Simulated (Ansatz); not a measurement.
# CH8NOScSi: small, medium and large basis sets

The task here is to estimate one member of a computed series from the others.

Program: Ansatz 0.2.0, Gaussian basis. Level of theory: one geometry, several basis sets. These are calculated values, not measurements.

Plan: PBE0-D4/def2-SVP; ωB97M-V/def2-SVP; PBE0-D4/def2-QZVPP; ωB97M-V/def2-QZVPP; the functionals' def2-TZVPP values are taken from earlier runs.

### The relaxed structure

An earlier PBE0-D4 in a triple-zeta def2 set relaxation fixed the geometry.

SMILES `[CH3][Sc]([NH2])[O][SiH3]`, 13 atoms, charge 0, spin multiplicity 1.

Atoms are counted from 1 here; the program's logs count them from 0.

Bond lengths: C1–Sc2 2.197 Å, C1–H6 1.098 Å, C1–H7 1.099 Å, C1–H8 1.098 Å, Sc2–N3 1.977 Å, Sc2–O4 1.898 Å, N3–H9 1.014 Å, N3–H10 1.012 Å, O4–Si5 1.626 Å, Si5–H11 1.490 Å, Si5–H12 1.490 Å, Si5–H13 1.490 Å. Angles: Sc2–C1–H6 112.4°, Sc2–C1–H7 111.7°, Sc2–C1–H8 112.7°, H6–C1–H7 106.6°, H6–C1–H8 107.1°, H7–C1–H8 106.0°, C1–Sc2–N3 118.5°, C1–Sc2–O4 120.1°, N3–Sc2–O4 121.4°, Sc2–N3–H9 124.8°, Sc2–N3–H10 127.9°, H9–N3–H10 107.2°, Sc2–O4–Si5 178.4°, O4–Si5–H11 110.6°, O4–Si5–H12 110.8°, O4–Si5–H13 110.8°, H11–Si5–H12 108.3°, H11–Si5–H13 108.2° and more.

The first run:

Contents of in.yaml:

```yaml
crystal:
  periodic: [false, false, false]
  atoms:
    - {symbol: C, position_ang: [-2.039087, 0.286186, 1.326041]}
    - {symbol: Sc, position_ang: [0.056994, 0.234773, 0.668752]}
    - {symbol: N, position_ang: [1.462512, 0.756749, 1.957533]}
    - {symbol: O, position_ang: [0.489037, -0.318591, -1.094339]}
    - {symbol: Si, position_ang: [0.815706, -0.797960, -2.613367]}
    - {symbol: H, position_ang: [-2.167526, 0.830790, 2.270588]}
    - {symbol: H, position_ang: [-2.437797, -0.724594, 1.490259]}
    - {symbol: H, position_ang: [-2.702448, 0.757873, 0.589657]}
    - {symbol: H, position_ang: [1.291544, 1.058711, 2.909967]}
    - {symbol: H, position_ang: [2.463888, 0.777496, 1.811689]}
    - {symbol: H, position_ang: [0.636946, -2.270824, -2.748226]}
    - {symbol: H, position_ang: [-0.090249, -0.125538, -3.586174]}
    - {symbol: H, position_ang: [2.220481, -0.465082, -2.982390]}
basis:
  gaussian: {orbitals: def2-SVP}
hamiltonian: {xc: pbe0, dispersion: d4}
output: {orbitals: {seedname: orbitals}}
```

The run is started by

```bash
> ansatz run in.yaml --threads 2 --pin off --events-out ev --progress --plain --max-ram 32768MiB --backend cpu
```

Among the steps run: PBE0-D4 in def2-SVP; ωB97M-V in def2-SVP; PBE0-D4 in def2-QZVPP; ωB97M-V in def2-QZVPP.

One of the session's tables, all rows but one given; the rest of the session is left out.

It belongs to the step «Functionals by basis». 

| functional | basis | HOMO (eV) | LUMO (eV) |
| --- | --- | --- | --- |
| PBE0-D4 | def2-SVP | -6.77 | -1.50 |
| PBE0-D4 | def2-TZVPP | -6.90 | -1.66 |
| PBE0-D4 | def2-QZVPP | -6.92 | -1.67 |
| ωB97M-V | def2-SVP | -9.09 | -0.08 |
| ωB97M-V | def2-TZVPP | -9.24 | -0.18 |
| ωB97M-V | def2-QZVPP | ? | ? |

Q: Estimate the row for ωB97M-V, def2-QZVPP from the others.

The run gave: HOMO (eV): -9.25; LUMO (eV): -0.27. In the column «HOMO (eV)» it is the lowest.
